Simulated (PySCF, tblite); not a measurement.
**C2H10B3NO2: geometry, infrared bands and NMR shifts**

Wanted: the infrared bands and NMR shifts of C2H10B3NO2 (`BOB(OB)N(C)C`), by calculation.

The runs use tblite 0.8.0 and PySCF 2.14.0, with density-fitted response routines of our own; the level of theory stands in each step. All values are computed, except where a source is named. Atoms count from 0, in the outputs and in this text.

## Step 1: Starting geometry

18 atoms, charge 0, multiplicity 1; geometry from: force field or distance geometry start.

Bonds of the start (Å): B0–O1 1.46, O1–B2 1.46, B2–O3 1.46, O3–B4 1.48, B2–N5 1.56, N5–C6 1.46, N5–C7 1.47, B0–H8 1.18, B0–H9 1.19, B4–H10 1.18, B4–H11 1.19, C6–H12 1.12, C6–H13 1.11, C6–H14 1.11, C7–H15 1.10, C7–H16 1.12, C7–H17 1.10.

## Step 2: Optimising the geometry with GFN2-xTB

The job: settings as JSON, then the geometry in Å.

```
{"job": {"kind": "relax", "xc": "GFN2-xTB", "basis": "xTB"}, "charge": 0, "multiplicity": 1}
B      1.405400     2.084000     0.329000
O      1.162800     0.745200     0.848900
B      0.638200    -0.057700    -0.251000
O      1.546200    -0.654300    -1.231400
B      1.929800    -1.956600    -0.647100
N     -0.886900    -0.347600    -0.359700
C     -1.351500    -1.018600     0.856900
C     -1.637400     0.893600    -0.577600
H      2.453700     2.367700    -0.127200
H      0.559500     2.917200     0.440500
H      2.891600    -2.043100     0.023000
H      1.305700    -2.928900    -0.915000
H     -2.434600    -1.274600     0.771400
H     -1.214100    -0.381800     1.759200
H     -0.808200    -1.970000     1.010800
H     -1.273700     1.417900    -1.475200
H     -2.710600     0.646700    -0.761500
H     -1.584800     1.567300     0.294400
```

On the command line:

```bash
$ OMP_NUM_THREADS=1 python probes_run.py task.json out
```

One launch serves the whole session: the jobs run in the order shown.

**Question.** This job is followed by: GFN2-xTB harmonic vibrations, gas phase; GIAO PBE0/pcSseg-1 NMR shielding, non-relativistic, gas phase. Predict these results of the whole session: strongest single infrared mode (GFN2-xTB); zero-point energy (GFN2-xTB); ¹³C shifts against TMS (PBE0/pcSseg-1, means over atoms taken as alike); ¹H shifts against TMS (PBE0/pcSseg-1, means over atoms taken as alike); ¹¹B shifts against BF3·OEt2 (PBE0/pcSseg-1, means over atoms taken as alike); ¹⁷O shifts against H2O (PBE0/pcSseg-1, means over atoms taken as alike); ¹⁵N shifts against NH3 (PBE0/pcSseg-1).

**Answer**, as computed:

```
                                                                    quantity                  value
                                   strongest single infrared mode (GFN2-xTB)  1469 cm⁻¹, 904 km/mol
                                                zero-point energy (GFN2-xTB)          84.4 kcal/mol
     ¹³C shifts against TMS (PBE0/pcSseg-1, means over atoms taken as alike)               39.2 ppm
      ¹H shifts against TMS (PBE0/pcSseg-1, means over atoms taken as alike)         5.48, 2.85 ppm
¹¹B shifts against BF3·OEt2 (PBE0/pcSseg-1, means over atoms taken as alike)         43.8, 16.1 ppm
     ¹⁷O shifts against H2O (PBE0/pcSseg-1, means over atoms taken as alike)              249.2 ppm
                                      ¹⁵N shifts against NH3 (PBE0/pcSseg-1)               68.3 ppm
```

In words: The optimisation took 130 steps and gained 3.252 eV; among the close pairs (by a distance rule), O3–B4 changed most, from 1.478 to 1.306 Å. All 48 modes are real, so the xTB geometry is a minimum. The strongest single mode, at 1469 cm⁻¹, is spread over several atoms, O3, B4, O1, B2 among them. Unscaled tight-binding wavenumbers are off by several per cent, some by more. Its intensities can rank the bands wrongly. At PBE0/pcSseg-1: Shielding is most anisotropic at O1, O3 (span 334 ppm, paramagnetic term -309 ppm).
